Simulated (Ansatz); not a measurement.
AgRh under changes of volume

One of the cells (16.064 Å³/atom); the others are scaled copies at fixed shape and fractional positions:

```xyz
2
Lattice="2.7776 0.0000 0.0000 -1.3888 2.4055 0.0000 0.0000 0.0000 4.8086" Properties=species:S:1:pos:R:3 pbc="T T T"
Ag    0.0000    0.0000    2.4043
Rh    1.3888    0.8018    0.0000
```

The cell comes from a database or a generator and needn't be the stable form of this composition.

```yaml
Program: Ansatz 0.2.0
Functional: PBE
Potentials_or_basis: all-electron LAPW, scalar-relativistic
Cutoff: 282 eV (chosen from the basis error)
Basis_error_allowed: 0.0005 eV/atom
k_mesh: 11 × 11 × 6
Occupations: fermi-dirac, width 0.05 eV
Spin: no spin polarisation
```

```tsv
volume (Å³/atom)	energy over the lowest point (meV/atom)	pressure (GPa)
15.100	17.28	8.3
15.421	4.84	4.3
15.743	0.00	0.8
16.064	1.82	-2.3
16.385	9.48	-5.1
16.707	22.26	-7.4
17.028	?	?
```

Question: What does the run at 17.028 Å³/atom give?

Answer: Energy over the lowest point 39.50 meV/atom; pressure -9.5 GPa.

Worked out: A Birch-Murnaghan fit of order 3 (a polynomial in V^(-2/3)) to the other rows has its minimum at 15.81 Å³/atom with B0 = V·E''(V) = 159 GPa and B' = 5.6 at fixed shape and positions, which overstates the stiffness. It gives 39.46 meV/atom at 17.028 Å³/atom, against the run's 39.50, and -dE/dV = -9.6 GPa, against -9.5.

Energies are extrapolated to zero smearing.
